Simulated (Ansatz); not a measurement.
# ClF2HSi: the cost of one run

All numbers below are computed with Ansatz 0.2.0 (RKS CAM-B3LYP-D4/6-31G*).

## Step 1: The system as given

Bond lengths: Si1–Cl2 2.130 Å, Si1–F3 1.590 Å, Si1–F4 1.589 Å, Si1–H5 1.459 Å. Angles: Cl2–Si1–F3 109.5°, Cl2–Si1–F4 109.5°, Cl2–Si1–H5 109.5°, F3–Si1–F4 109.5°, F3–Si1–H5 109.5°, F4–Si1–H5 109.5°.

Structure file:

```xyz
5

Si    0.0000    0.0000    0.0000
Cl    0.0000    0.0000    2.1300
F     1.4994    0.0000   -0.5295
F    -0.7489    1.2974   -0.5295
H    -0.6877   -1.1914   -0.4862
```

## Step 2: Relaxing the start

Input file input.yaml:

```yaml
crystal:
  periodic: [false, false, false]
  atoms:
    - { symbol: Si, position_ang: [0.0, 0.0, 0.0] }
    - { symbol: Cl, position_ang: [0.0, 0.0, 2.13] }
    - { symbol: F, position_ang: [1.4994, 0.0, -0.5295] }
    - { symbol: F, position_ang: [-0.7489, 1.2974, -0.5295] }
    - { symbol: H, position_ang: [-0.6877, -1.1914, -0.4862] }
basis:
  gaussian: { orbitals: "6-31G*" }
hamiltonian:
  xc: cam_b3lyp
  dispersion: d4
relax:
  f_tol: 0.02
  max_steps: 40
output:
  orbitals: {}
```

Run with:

```sh
> ansatz run input.yaml --threads 2 --pin off --max-ram 3072MiB --backend cpu --events-out ev --progress --plain --runs-dir out
```

What time and memory should one allow on 2 threads of Arm Neoverse V1, shared host?

About 9.6 s, with a peak of 0.14 GiB.
